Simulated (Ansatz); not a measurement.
# CH₅FOSi: up Jacob's ladder to CCSD(T)

How much do the methods differ for CH₅FOSi? The plan is to run it at one geometry with functionals of several rungs and with coupled cluster. The yardstick is the atomisation energy at the CCSD(T) limit.

Program: Ansatz 0.2.0, Gaussian basis. Level of theory: functionals in def2-TZVPP, the program's frozen cores in correlated methods. These are calculated values, not measurements.

Levels to be run: LDA (SPW92), PBE-D4, revPBE-D4, BLYP-D4, r2SCAN-D4, B97M-V, PBE0-D4, B3LYP-D4, r2SCANh-D4, r2SCAN0-D4, HSE06-D4, BHLYP-D4, CAM-B3LYP-D4, LC-ωPBE, ωB97X-V, ωB97M-V, B2PLYP, PBE-QIDH; CCSD(T)/def2-SVP; CCSD(T)/def2-TZVPP; CCSD(T)/def2-QZVPP; extrapolation to the limit; RPA on PBE.

## 1. The relaxed structure

All runs share one geometry, relaxed beforehand with PBE0-D4 in a triple-zeta def2 set.

SMILES `C[SiH](O)F`, 9 atoms, charge 0, spin multiplicity 1.

Atoms are counted from 1 here; the program's logs count them from 0.

Bond lengths: C1–Si2 1.851 Å, C1–H5 1.093 Å, C1–H6 1.093 Å, C1–H7 1.093 Å, Si2–O3 1.634 Å, Si2–F4 1.601 Å, Si2–H8 1.477 Å, O3–H9 0.958 Å. Angles: Si2–C1–H5 110.5°, Si2–C1–H6 110.6°, Si2–C1–H7 111.4°, H5–C1–H6 108.2°, H5–C1–H7 107.7°, H6–C1–H7 108.2°, C1–Si2–O3 113.2°, C1–Si2–F4 107.2°, C1–Si2–H8 113.7°, O3–Si2–F4 109.7°, O3–Si2–H8 105.3°, F4–Si2–H8 107.6°, Si2–O3–H9 119.0°.

As a file:

```
C    -1.05918    0.38268    0.20214
Si    0.59866   -0.05939   -0.49169
O     1.69982   -0.42600    0.65876
F     0.38609   -1.31920   -1.45720
H    -1.75928    0.62419   -0.60149
H    -0.98209    1.25165    0.86010
H    -1.48398   -0.44499    0.77675
H     1.21398    1.01801   -1.29255
H     1.47458   -1.07306    1.32817
```

## 2. LDA

This LDA is Slater exchange with PW92 correlation.

File in.yaml:

```yaml
crystal:
  periodic: [false, false, false]
  atoms:
    - {symbol: C, position_ang: [-1.059181, 0.382684, 0.202145]}
    - {symbol: Si, position_ang: [0.598658, -0.059391, -0.491686]}
    - {symbol: O, position_ang: [1.699823, -0.425999, 0.658760]}
    - {symbol: F, position_ang: [0.386085, -1.319198, -1.457197]}
    - {symbol: H, position_ang: [-1.759283, 0.624188, -0.601488]}
    - {symbol: H, position_ang: [-0.982086, 1.251651, 0.860097]}
    - {symbol: H, position_ang: [-1.483979, -0.444987, 0.776749]}
    - {symbol: H, position_ang: [1.213980, 1.018011, -1.292552]}
    - {symbol: H, position_ang: [1.474582, -1.073057, 1.328174]}
basis:
  gaussian: {orbitals: def2-TZVPP}
hamiltonian: {xc: lda}
output: {orbitals: {seedname: orbitals}}
```

On the command line:

```bash
ansatz run in.yaml --threads 2 --pin off --events-out ev --progress --plain --max-ram 32768MiB --backend cpu
```

After this run come: PBE-D4 (GGA); revPBE-D4 (GGA); BLYP-D4 (GGA); r2SCAN-D4 (meta-GGA); B97M-V (meta-GGA); B3LYP-D4 (hybrid); r2SCANh-D4 (hybrid); r2SCAN0-D4 (hybrid); HSE06-D4 (hybrid); BHLYP-D4 (hybrid); CAM-B3LYP-D4 (range-separated); LC-ωPBE (range-separated); ωB97X-V (range-separated); ωB97M-V (range-separated); B2PLYP (double hybrid); PBE-QIDH (double hybrid); CCSD(T) in def2-SVP; CCSD(T) in def2-TZVPP; CCSD(T) in def2-QZVPP; RPA on PBE orbitals.

**Question.** What will the summary of the whole plan be? Wanted: atomisation energy, CCSD(T)/CBS; farthest beyond LDA; mean size of error, GGA; mean size of error, meta-GGA; mean size of error, hybrid; mean size of error, range-separated; mean size of error, double hybrid; gap, smallest and largest; T1 diagnostic.

**Answer**, as computed:

| quantity | value |
| --- | --- |
| atomisation energy, CCSD(T)/CBS | 3498.6 kJ/mol |
| functionals within 17.5 kJ/mol (0.5 %) | PBE-D4, r2SCAN-D4, B97M-V, CAM-B3LYP-D4, ωB97X-V, ωB97M-V |
| farthest beyond LDA | BHLYP-D4 (-119.8 kJ/mol) |
| mean size of error, GGA | 40.8 kJ/mol |
| mean size of error, meta-GGA | 15.5 kJ/mol |
| mean size of error, hybrid | 59.0 kJ/mol |
| mean size of error, range-separated | 14.6 kJ/mol |
| mean size of error, double hybrid | 51.4 kJ/mol |
| gap, smallest and largest | 7.14 eV (BLYP-D4), 14.50 eV (LC-ωPBE) |
| T1 diagnostic | 0.0109 |
| triples share of the correlation energy | 3.1 % |

What this shows: LDA overbinds by 433.1 kJ/mol (12 %). PBE-D4 is off by +4.2 kJ/mol. Double hybrids carry the basis error of their MP2 part in triple zeta, and no dispersion term here, so their miss is partly the set-up's. The rungs range-separated, meta-GGA miss on average by less than the doubt on the reference (17.5 kJ/mol), so they tie. The reference freezes the cores and leaves out relativity and excitations past (T), so misses under about 17.5 kJ/mol can't be ranked. Hartree-Fock recovers 74 % of the binding; the rest is correlation. CCSD(T) in def2-SVP is off by -252.5 kJ/mol, more than most functionals: a good method in a small basis is no reference. Orbital gaps span 7.1 to 14.5 eV; exact exchange widens them.
